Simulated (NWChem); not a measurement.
# the pair SiH3SCl···ZnH2S: a chain of runs

We compute the energy (singlet ZnSiH5S2Cl, HF/def2-SVPD), then a single-point energy (singlet SiH3SCl, HF/def2-SVPD), then the energy (singlet ZnH2S, HF/def2-SVPD), then the energy (singlet SiH3SCl, HF/def2-SVPD), then the energy (singlet ZnH2S, HF/def2-SVPD) of ClH5S2SiZn and its partners. 

The results are computed with NWChem 7.3.0.

## (1) The structure to begin with

ZnSiH5S2Cl: 10 atoms, total charge 0, spin state singlet. The two molecules were placed rigidly side by side, at 0.8 times their contact distance; the pair isn't optimised.

Bond lengths: S1–Si2 2.120 Å, Si2–Cl3 2.054 Å, S7–Zn8 2.172 Å, S1–H4 1.344 Å, Si2–H5 1.479 Å, Si2–H6 1.478 Å, S7–H9 1.345 Å, Zn8–H10 1.532 Å. Angles: S1–Si2–Cl3 112.9°, S1–Si2–H5 111.2°, S1–Si2–H6 105.5°, Cl3–Si2–H5 106.5°, Cl3–Si2–H6 108.5°, Si2–S1–H4 94.3°, S7–Zn8–H10 179.1°, Zn8–S7–H9 92.7°, H5–Si2–H6 112.3°.

## (2) A single-point energy at HF/def2-SVPD (run 1)

Contents of clh5s2sizn.nw:

```
echo
start clh5s2sizn
title "ClH5S2SiZn hf"
memory 2200 mb

geometry noautosym nocenter noautoz
 S     -1.236380    -1.164100    -0.152580
 Si     0.414420     0.096000     0.275320
 Cl    -0.126180     2.058900     0.544820
 H     -1.433780    -0.657400    -1.381980
 H      1.399720     0.078700    -0.827080
 H      0.982220    -0.412100     1.541520
 S      3.673260    -1.379920    -0.157900
 Zn     3.893880    -1.050200    -2.293660
 H      2.360700    -1.650660    -0.270790
 H      4.072030    -0.813310    -3.796210
end

basis spherical bse
 * library def2-SVPD
end

scf
 thresh 1e-08
 maxiter 80
 print low
end

task scf energy
```

Run with:

```bash
$ nwchem clh5s2sizn.nw > clh5s2sizn.out
```

Output:

```text
[...]
  functions       =   179
[...]
  wavefunction    = RHF
[...]
         Total SCF energy =  -3323.590598451571
      One-electron energy =  -5808.941185958160
      Two-electron energy =   1889.933380709801
 Nuclear repulsion energy =    595.417206796788
        Time for solution =     93.7s
 Task  times  cpu:       95.2s     wall:       95.2s
[...]
```

Run time: 96 s. Hardware: 1 thread of Intel Xeon Platinum 8488C (Sapphire Rapids), shared host; peak memory 0.1 GiB.

## (3) SiH3SCl: a single-point energy at HF/def2-SVPD (run 2)

Contents of geom.nw:

```
start geom
memory 2200 mb
charge 0
geometry noautosym nocenter noautoz
S       -1.236380      -1.164100      -0.152580
Si       0.414420       0.096000       0.275320
Cl      -0.126180       2.058900       0.544820
H       -1.433780      -0.657400      -1.381980
H        1.399720       0.078700      -0.827080
H        0.982220      -0.412100       1.541520
end
basis spherical bse
* library def2-SVPD
end
scf
nopen 0
rhf
thresh 1e-08
maxiter 80
print low
end
task scf
```

Run with:

```bash
$ nwchem geom.nw > geom.out
```

Output:

```text
[...]
  functions       =   102
[...]
  wavefunction    = RHF
[...]
         Total SCF energy =  -1147.440824284949
      One-electron energy =  -1971.312297394616
      Two-electron energy =    631.021641262551
 Nuclear repulsion energy =    192.849831847117
        Time for solution =     13.8s
 Task  times  cpu:       14.1s     wall:       14.1s
[...]
```

It took 15 s on 1 thread of Intel Xeon Platinum 8488C (Sapphire Rapids), shared host; peak memory 0.097 GiB.

## (4) ZnH2S: a single-point energy at HF/def2-SVPD (run 3)

Contents of mol.nw:

```
echo
start mol
title "H2SZn hf"
memory stack 880 mb heap 220 mb global 1100 mb
charge 0
geometry units au noautosym nocenter noautoz
  S      6.94145538    -2.60767087    -0.29838776
  Zn     7.35836676    -1.98459038    -4.33438922
  H      4.46107646    -3.11929532    -0.51171894
  H      7.69502147    -1.53693315    -7.17379721
end
basis spherical bse
  S library def2-SVPD
  Zn library def2-SVPD
  H library def2-SVPD
end
scf
  thresh 1e-08
  maxiter 80
  print low
end
task scf energy
```

Run with:

```bash
$ nwchem mol.nw > mol.out
```

Output:

```text
[...]
  functions       =    77
[...]
  wavefunction    = RHF
[...]
         Total SCF energy =  -2176.159633149458
      One-electron energy =  -3317.084586948853
      Two-electron energy =    998.829781398024
 Nuclear repulsion energy =    142.095172401370
        Time for solution =     10.0s
 Task  times  cpu:       10.4s     wall:       10.4s
[...]
```

It took 11 s on 1 thread of Intel Xeon Platinum 8488C (Sapphire Rapids), shared host; peak memory 0.097 GiB.

## (5) SiH3SCl among ghost functions: a single-point energy at HF/def2-SVPD (with ghost functions) (run 4)

Contents of test.nw:

```
start test
title "ClH3SSi energy"
memory total 2200 mb
charge 0

geometry noautosym nocenter noautoz
   S    -1.236380   -1.164100   -0.152580
   Si    0.414420    0.096000    0.275320
   Cl   -0.126180    2.058900    0.544820
   H    -1.433780   -0.657400   -1.381980
   H     1.399720    0.078700   -0.827080
   H     0.982220   -0.412100    1.541520
   bqS      3.673260    -1.379920    -0.157900
   bqZn     3.893880    -1.050200    -2.293660
   bqH      2.360700    -1.650660    -0.270790
   bqH      4.072030    -0.813310    -3.796210
end

basis spherical bse
   S library def2-SVPD
   Si library def2-SVPD
   Cl library def2-SVPD
   H library def2-SVPD
   bqS library S def2-SVPD
   bqZn library Zn def2-SVPD
   bqH library H def2-SVPD
end

scf
   thresh 1e-08
   maxiter 80
   noprint "final vectors analysis"
end

task scf energy
```

Run with:

```bash
$ nwchem test.nw > test.out
```

Output:

```text
[...]
  functions       =   179
[...]
  wavefunction    = RHF
[...]
         Total SCF energy =  -1147.441698417045
      One-electron energy =  -1971.310700001483
      Two-electron energy =    631.019169737322
 Nuclear repulsion energy =    192.849831847117
        Time for solution =     78.7s
[...]
```

It took 80 s on 1 thread of Intel Xeon Platinum 8488C (Sapphire Rapids), shared host; peak memory 0.1 GiB.

## (6) ZnH2S among ghost functions: a single-point energy at HF/def2-SVPD (with ghost functions) (run 5)

Contents of mymol.nw:

```
start mymol
memory total 2200 mb

geometry units au noautosym nocenter noautoz
S      6.94145538    -2.60767087    -0.29838776
Zn     7.35836676    -1.98459038    -4.33438922
H      4.46107646    -3.11929532    -0.51171894
H      7.69502147    -1.53693315    -7.17379721
bqS     -2.336420    -2.199830    -0.288334
bqSi     0.783140     0.181414     0.520279
bqCl    -0.238446     3.890757     1.029561
bqH     -2.709452    -1.242306    -2.611564
bqH      2.645087     0.148721    -1.562955
bqH      1.856127    -0.778756     2.913051
end

basis spherical bse
S library def2-SVPD
Zn library def2-SVPD
H library def2-SVPD
bqS library S def2-SVPD
bqSi library Si def2-SVPD
bqCl library Cl def2-SVPD
bqH library H def2-SVPD
end

scf
thresh 1e-08
maxiter 80
noprint "final vectors analysis"
end

task scf energy
```

Run with:

```bash
$ nwchem mymol.nw > mymol.out
```

Output:

```text
[...]
  functions       =   179
[...]
  wavefunction    = RHF
[...]
         Total SCF energy =  -2176.160887812738
      One-electron energy =  -3317.064728912354
      Two-electron energy =    998.808668698246
 Nuclear repulsion energy =    142.095172401370
        Time for solution =     76.2s
[...]
```

Wall time 78 s (1 thread of Intel Xeon Platinum 8488C (Sapphire Rapids), shared host); peak memory 0.1 GiB.

## (7) Summary of results

```
                                                                                                                    quantity           value
                                                                                           run 1, HF/def2-SVPD: total energy  -3323.59060 Eh
                                                                                                       SiH3SCl: total energy  -1147.44082 Eh
                                                                                                         ZnH2S: total energy  -2176.15963 Eh
                                                                                 SiH3SCl among ghost functions: total energy  -1147.44170 Eh
                                                                                SiH3SCl among ghost functions: dipole moment          1.27 D
                                                                                   ZnH2S among ghost functions: total energy  -2176.16089 Eh
                                                                                  ZnH2S among ghost functions: dipole moment          1.41 D
              interaction energy of the rigid parts SiH3SCl and ZnH2S (parts in their own basis; closest atoms 2.06 Å apart)        0.268 eV
interaction energy of the rigid parts SiH3SCl and ZnH2S (parts in the whole basis, counterpoise; closest atoms 2.06 Å apart)        0.326 eV
```

**Reading.** The interaction energy of the rigid parts SiH3SCl and ZnH2S (parts in their own basis; closest atoms 2.06 Å apart) is 0.27 eV (25.9 kJ/mol): the parts repel at this shape. Without counterpoise this holds the superposition error of the basis. The interaction energy of the rigid parts SiH3SCl and ZnH2S (parts in the whole basis, counterpoise; closest atoms 2.06 Å apart) is 0.33 eV (7.5 kcal/mol): the parts repel at this shape. The basis-set superposition error is 5.6 kJ/mol.
